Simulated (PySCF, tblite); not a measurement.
# C8H6F2+ (doublet): geometry, infrared bands and EPR parameters

What infrared bands and EPR parameters should C8H6F2+ (doublet) (`[CH+]=[C][C@@]12C[C@H]3[C@@H]1[C@@H]2C3(F)F`) show?

The runs use tblite 0.8.0 and PySCF 2.14.0, with density-fitted response routines of our own; the level of theory stands in each step. All values are computed, except where a source is named. Atoms are numbered from 0 throughout.

### 1 The molecule as given

16 atoms, charge 1, multiplicity 2; geometry from: force field or distance geometry start.

Bonds of the start (Å): C0–C1 1.21, C1–C2 1.41, C2–C3 1.49, C3–C4 1.60, C4–C5 1.45, C5–C6 1.48, C6–C7 1.48, C7–F8 1.35, C7–F9 1.35, C5–C2 1.48, C6–C2 1.51, C7–C4 1.59, C0–H10 1.05, C3–H11 1.11, C3–H12 1.08, C4–H13 1.08, C5–H14 1.07, C6–H15 1.07.

### 2 Geometry optimisation with GFN2-xTB

Job settings and geometry (Å):

```
{"job": {"kind": "relax", "xc": "GFN2-xTB", "basis": "xTB"}, "charge": 1, "multiplicity": 2}
C      3.085300     1.047000    -0.027300
C      1.959000     0.608200    -0.091100
C      0.658700     0.073600    -0.145900
C      0.327500    -1.374700    -0.065000
C     -1.065200    -0.878600     0.538100
C     -0.325600     0.303700     0.934400
C     -0.576300     0.910600    -0.396800
C     -1.811900     0.100700    -0.463200
F     -2.064300    -0.354800    -1.710400
F     -2.901700     0.757500    -0.003400
H      4.061100     1.445200     0.019200
H      0.928600    -1.969900     0.648700
H      0.250600    -1.918200    -0.996500
H     -1.625100    -1.503200     1.213100
H     -0.255700     0.785900     1.889500
H     -0.652600     1.975900    -0.463600
```

On the command line:

```sh
OMP_NUM_THREADS=1 python probes_run.py task.json out
```

One launch serves the whole session: the jobs run in the order shown.

**Question.** This job is followed by: GFN2-xTB harmonic vibrations, gas phase; UKS B3LYP, pcH-1 on C F H, non-relativistic, mean-field spin-orbit, GIAO. Predict these results of the whole session: strongest single infrared mode (GFN2-xTB); zero-point energy (GFN2-xTB); g(iso) (B3LYP); ⟨S²⟩; largest a(iso).

The runs gave:

| quantity | value |
| --- | --- |
| strongest single infrared mode (GFN2-xTB) | 2157 cm⁻¹, 323 km/mol |
| zero-point energy (GFN2-xTB) | 68.9 kcal/mol |
| g(iso) (B3LYP) | 2.00422 |
| ⟨S²⟩ | 0.762 (exact 0.75) |
| largest a(iso) | 1H on H12, 128.5 MHz |

What this shows: Relaxing lowered the energy by 0.974 eV in 54 steps; the close pair that moved most is C2–C5, from 1.479 to 1.629 Å. No mode is imaginary among the 42: a minimum at this level. The strongest single mode, at 2157 cm⁻¹, moves mainly C1 and C0. Unscaled tight-binding wavenumbers are off by several per cent, some by more. Its intensities can rank the bands wrongly. The largest spin populations lie on C0 (0.39 e), C5 (0.33 e). The isotropic g lies 1.9 ppt above the free-electron value.
